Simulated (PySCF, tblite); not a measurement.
**C5H8O2S: a rotation path, then NMR shifts on frames**

How do NMR shifts of C5H8O2S (`COC1=CCC[S@@]1=O`) change as the atoms move?

The runs use tblite 0.8.0 and PySCF 2.14.0, with density-fitted response routines of our own; the level of theory stands in each step. All values are computed, except where a source is named. Atoms count from 0, in the outputs and in this text.

## Step 1: The molecule as given

16 atoms, charge 0, multiplicity 1; geometry from: GFN2-xTB.

Bonds of the start (Å): C0–O1 1.42, O1–C2 1.34, C2–C3 1.33, C3–C4 1.50, C4–C5 1.52, C5–S6 1.85, S6–O7 1.47, S6–C2 1.84, C0–H8 1.09, C0–H9 1.09, C0–H10 1.09, C3–H11 1.08, C4–H12 1.09, C4–H13 1.09, C5–H14 1.09, C5–H15 1.09.

## Step 2: A band between two rotamers with GFN2-xTB

Job settings and geometry (Å):

```
{"job": {"kind": "neb", "xc": "GFN2-xTB", "basis": "xTB", "atoms": [6, 2, 1, 0], "turn": 180}, "charge": 0, "multiplicity": 1}
C      2.705803    -0.048584    -0.023439
O      1.677276     0.673676     0.626819
C      0.413528     0.422016     0.245518
C     -0.676068     0.886687     0.843507
C     -1.984224     0.571158     0.189440
C     -1.735193    -0.573025    -0.784607
S      0.047273    -0.535866    -1.287533
O      0.553982    -1.899605    -1.091187
H      3.633958     0.282295     0.438729
H      2.585172    -1.125872     0.110731
H      2.727570     0.175115    -1.094758
H     -0.647295     1.485542     1.738536
H     -2.739637     0.301707     0.931153
H     -2.349528     1.455106    -0.342916
H     -1.871466    -1.547303    -0.317577
H     -2.348749    -0.514103    -1.680491
```

Level: GFN2-xTB climbing-image nudged elastic band, gas phase.

The run is started by

```console
> OMP_NUM_THREADS=1 python probes_run.py task.json out
```

This one command runs all jobs of the session in turn.

Output:

```text
image   E - E0 / eV
  0      -0.0000
  1       0.0186
  2       0.0686
  3       0.1520
  4       0.2262
  5       0.2328
  6       0.1619
  7       0.0780
  8       0.0408
```

Wall time 12 s (1 thread, shared host).

The final band, with the dihedral S6–C2–O1–C0:

| image | dihedral (°) | energy (eV) | energy (kcal/mol) |
| --- | --- | --- | --- |
| 0 | -13 | 0.000 | 0.0 |
| 1 | 15 | 0.019 | 0.4 |
| 2 | 41 | 0.069 | 1.6 |
| 3 | 64 | 0.152 | 3.5 |
| 4 | 87 | 0.226 | 5.2 |
| 5 | 112 | 0.233 | 5.4 |
| 6 | 138 | 0.162 | 3.7 |
| 7 | 159 | 0.078 | 1.8 |
| 8 | 180 | 0.041 | 0.9 |

## Step 3: Nuclear shieldings: image 0, PBE0/pcSseg-1

Job settings and geometry (Å):

```
{"job": {"kind": "nmr", "xc": "PBE0", "basis": "pcSseg-1", "pop": false}, "charge": 0, "multiplicity": 1}
C      2.705800    -0.048600    -0.023400
O      1.677300     0.673700     0.626800
C      0.413500     0.422000     0.245500
C     -0.676100     0.886700     0.843500
C     -1.984200     0.571200     0.189400
C     -1.735200    -0.573000    -0.784600
S      0.047300    -0.535900    -1.287500
O      0.554000    -1.899600    -1.091200
H      3.634000     0.282300     0.438700
H      2.585200    -1.125900     0.110700
H      2.727600     0.175100    -1.094800
H     -0.647300     1.485500     1.738500
H     -2.739600     0.301700     0.931200
H     -2.349500     1.455100    -0.342900
H     -1.871500    -1.547300    -0.317600
H     -2.348700    -0.514100    -1.680500
```

Method: GIAO PBE0/pcSseg-1 NMR shielding, non-relativistic, gas phase.

Output:

```text
coarse grid: 14192 points
cycle   1  E = -743.0473557332  dE =  1.563e+00  |g| = 9.894e-01  |ddm| = 3.853e+00
cycle   2  E = -742.1928763112  dE =  8.545e-01  |g| = 2.261e+00  |ddm| = 3.682e+00
cycle   3  E = -743.2148846529  dE = -1.022e+00  |g| = 2.853e-01  |ddm| = 3.167e+00
cycle   4  E = -743.2299605493  dE = -1.508e-02  |g| = 1.420e-01  |ddm| = 4.548e-01
cycle   5  E = -743.2340880338  dE = -4.127e-03  |g| = 2.576e-02  |ddm| = 1.516e-01
cycle   6  E = -743.2342233332  dE = -1.353e-04  |g| = 9.146e-03  |ddm| = 3.182e-02
cycle   7  E = -743.2342409004  dE = -1.757e-05  |g| = 2.690e-03  |ddm| = 1.014e-02
cycle   8  E = -743.2342423760  dE = -1.476e-06  |g| = 1.005e-03  |ddm| = 3.230e-03
final grid: 133184 points
cycle   9  E = -743.3060123165  dE = -1.625e-05  |g| = 1.479e-02  |ddm| = 3.284e-02
cycle  10  E = -743.3059190900  dE =  9.323e-05  |g| = 2.580e-02  |ddm| = 3.514e-02
cycle  11  E = -743.3060555892  dE = -1.365e-04  |g| = 3.086e-03  |ddm| = 2.568e-02
cycle  12  E = -743.3060575315  dE = -1.942e-06  |g| = 3.880e-04  |ddm| = 2.791e-03
cycle  13  E = -743.3060575535  dE = -2.200e-08  |g| = 1.983e-04  |ddm| = 4.740e-04
cycle  14  E = -743.3060575607  dE = -7.278e-09  |g| = 5.354e-05  |ddm| = 2.273e-04
cycle  15  E = -743.3060575613  dE = -5.791e-10  |g| = 2.146e-05  |ddm| = 6.816e-05
converged SCF energy = -743.3060575613

GIAO shielding tensors (ppm)
atom      isotropic    diamagn.    paramagn.     s11        s22        s33       span
  0 C      126.507     245.510    -119.003     96.547    109.412    173.563     77.016
  1 O      236.425     395.194    -158.769    121.247    288.674    299.354    178.107
  2 C       15.118     261.668    -246.550    -68.753     45.219     68.887    137.640
  3 C       79.401     254.484    -175.083     -4.537     90.495    152.246    156.783
  4 C      158.231     248.377     -90.146    139.897    158.153    176.642     36.745
  5 C      122.258     254.658    -132.400     68.886    123.469    174.419    105.533
  6 S      119.139    1053.147    -934.007    -25.909    115.386    267.942    293.851
  7 O      251.858     397.798    -145.939     27.763    258.256    469.555    441.792
  8 H       27.786      27.643       0.142     23.874     26.181     33.302      9.428
  9 H       26.905      29.426      -2.521     22.347     27.099     31.269      8.922
 10 H       27.720      28.991      -1.271     23.951     26.167     33.041      9.090
 11 H       26.375      32.022      -5.647     23.276     26.556     29.293      6.017
 12 H       28.895      29.049      -0.155     24.401     26.231     36.052     11.651
 13 H       29.121      29.202      -0.081     25.199     26.607     35.558     10.359
 14 H       28.762      31.092      -2.330     25.762     27.559     32.967      7.205
 15 H       27.877      29.885      -2.008     24.961     26.901     31.769      6.807
```

Wall time 77 s (1 thread, shared host).

Shifts follow as δ = σ(reference) − σ, with reference shieldings (ppm) from runs at the same level and on the same kind of geometry: ¹H TMS 31.72, ¹³C TMS 186.9, ¹⁷O H2O 336.1, ³³S CS2 504. The references are single molecules in the gas phase, so shifts against H2O, NH3, PH3, H3PO4 or CFCl3 are not on the usual liquid scales and can be off by tens of ppm. Each atom is listed at this fixed geometry, with no averaging over motion; a spectrum would average atoms that exchange fast.

| atoms | environment | σ (ppm) | δ (ppm) |
| --- | --- | --- | --- |
| C2 | alkene carbon bearing oxygen | 15.1 | 171.8 |
| C3 | β carbon of an enol-ether or enamine type C=C | 79.4 | 107.5 |
| C5 | sp3 CH2 bonded to S | 122.3 | 64.7 |
| C0 | methyl carbon bonded to O | 126.5 | 60.4 |
| C4 | allylic sp3 CH2 | 158.2 | 28.7 |
| H11 | hydrogen on a β carbon of an enol-ether or enamine type C=C | 26.38 | 5.34 |
| H9 | hydrogen on a methyl carbon bonded to O | 26.90 | 4.81 |
| H10 | hydrogen on a methyl carbon bonded to O | 27.72 | 4.00 |
| H8 | hydrogen on a methyl carbon bonded to O | 27.79 | 3.93 |
| H15 | hydrogen on an sp3 CH2 bonded to S | 27.88 | 3.84 |
| H14 | hydrogen on an sp3 CH2 bonded to S | 28.76 | 2.95 |
| H12 | hydrogen on an allylic sp3 CH2 | 28.89 | 2.82 |
| H13 | hydrogen on an allylic sp3 CH2 | 29.12 | 2.60 |
| O1 | ether oxygen | 236.4 | 99.7 |
| O7 | S=O oxygen | 251.9 | 84.2 |
| S6 | sulfoxide sulfur | 119 | 385 |

Ring of atoms C2, C3, C4, C5, S6: NICS(0) -4.7, NICS(1) -3.2, NICS(1)zz -1.4 ppm (means of both faces; NICS(1) differs between them: -4.7 and -1.8).

## Step 4: Nuclear shieldings: image 2, PBE0/pcSseg-1

Job settings and geometry (Å):

```
{"job": {"kind": "nmr", "xc": "PBE0", "basis": "pcSseg-1", "pop": false}, "charge": 0, "multiplicity": 1}
C      2.710800     0.146100    -0.086700
O      1.667300     0.154300     0.868700
C      0.421400     0.145400     0.359000
C     -0.618500     0.823000     0.818700
C     -1.908300     0.641700     0.083600
C     -1.778200    -0.627500    -0.747500
S      0.022000    -0.915400    -1.102600
O      0.311900    -2.300900    -0.722200
H      3.637800     0.148800     0.482200
H      2.666100    -0.743300    -0.721200
H      2.662400     1.042700    -0.713800
H     -0.558300     1.489000     1.663700
H     -2.752200     0.579500     0.773200
H     -2.077300     1.509100    -0.563000
H     -2.103400    -1.507700    -0.195800
H     -2.311100    -0.575900    -1.694300
```

With the program's defaults for keys left out, this is: GIAO PBE0/pcSseg-1 NMR shielding, non-relativistic, gas phase.

Output:

```text
coarse grid: 14192 points
cycle   1  E = -743.0432777064  dE =  1.560e+00  |g| = 9.942e-01  |ddm| = 3.844e+00
cycle   2  E = -742.1197567741  dE =  9.235e-01  |g| = 2.328e+00  |ddm| = 4.015e+00
cycle   3  E = -743.2135030577  dE = -1.094e+00  |g| = 2.861e-01  |ddm| = 3.465e+00
cycle   4  E = -743.2283084776  dE = -1.481e-02  |g| = 1.499e-01  |ddm| = 4.710e-01
cycle   5  E = -743.2329359890  dE = -4.628e-03  |g| = 2.613e-02  |ddm| = 1.602e-01
cycle   6  E = -743.2330739266  dE = -1.379e-04  |g| = 9.885e-03  |ddm| = 3.267e-02
cycle   7  E = -743.2330946282  dE = -2.070e-05  |g| = 2.878e-03  |ddm| = 1.107e-02
cycle   8  E = -743.2330963159  dE = -1.688e-06  |g| = 1.067e-03  |ddm| = 3.454e-03
final grid: 133184 points
cycle   9  E = -743.3045661148  dE = -1.572e-05  |g| = 1.471e-02  |ddm| = 3.060e-02
cycle  10  E = -743.3044765298  dE =  8.959e-05  |g| = 2.548e-02  |ddm| = 3.571e-02
cycle  11  E = -743.3046082120  dE = -1.317e-04  |g| = 3.293e-03  |ddm| = 2.646e-02
cycle  12  E = -743.3046103828  dE = -2.171e-06  |g| = 4.054e-04  |ddm| = 3.119e-03
cycle  13  E = -743.3046104073  dE = -2.448e-08  |g| = 2.014e-04  |ddm| = 4.948e-04
cycle  14  E = -743.3046104151  dE = -7.815e-09  |g| = 5.140e-05  |ddm| = 2.394e-04
cycle  15  E = -743.3046104157  dE = -5.421e-10  |g| = 2.111e-05  |ddm| = 6.431e-05
converged SCF energy = -743.3046104157

GIAO shielding tensors (ppm)
atom      isotropic    diamagn.    paramagn.     s11        s22        s33       span
  0 C      127.987     245.839    -117.852     97.905    104.630    181.425     83.521
  1 O      251.276     395.916    -144.640    156.992    290.127    306.708    149.716
  2 C       10.251     260.301    -250.050    -73.468     41.465     62.757    136.225
  3 C       75.478     255.152    -179.674    -12.353     87.990    150.797    163.150
  4 C      158.831     248.659     -89.828    142.217    158.079    176.198     33.981
  5 C      123.198     254.117    -130.918     71.453    123.910    174.232    102.779
  6 S      140.423    1052.853    -912.430    -21.684    117.082    325.872    347.556
  7 O      254.285     395.916    -141.632     20.721    268.637    473.495    452.774
  8 H       27.733      27.714       0.019     24.013     25.591     33.594      9.581
  9 H       27.229      29.062      -1.833     22.787     27.088     31.811      9.024
 10 H       28.334      29.225      -0.891     25.317     25.871     33.815      8.498
 11 H       26.172      31.993      -5.820     23.156     26.127     29.234      6.079
 12 H       28.956      28.862       0.094     24.421     26.404     36.043     11.622
 13 H       29.123      29.522      -0.399     25.387     26.613     35.370      9.984
 14 H       28.771      30.718      -1.947     25.604     27.600     33.110      7.506
 15 H       27.924      29.891      -1.967     24.925     26.941     31.906      6.981
```

It took 83 s on 1 thread, shared host.

Key values: δ C2 176.7, C3 111.4, C5 63.7, C0 58.9, H11 5.54, H9 4.49 ppm.

(Part 1 of 2 ends here.)
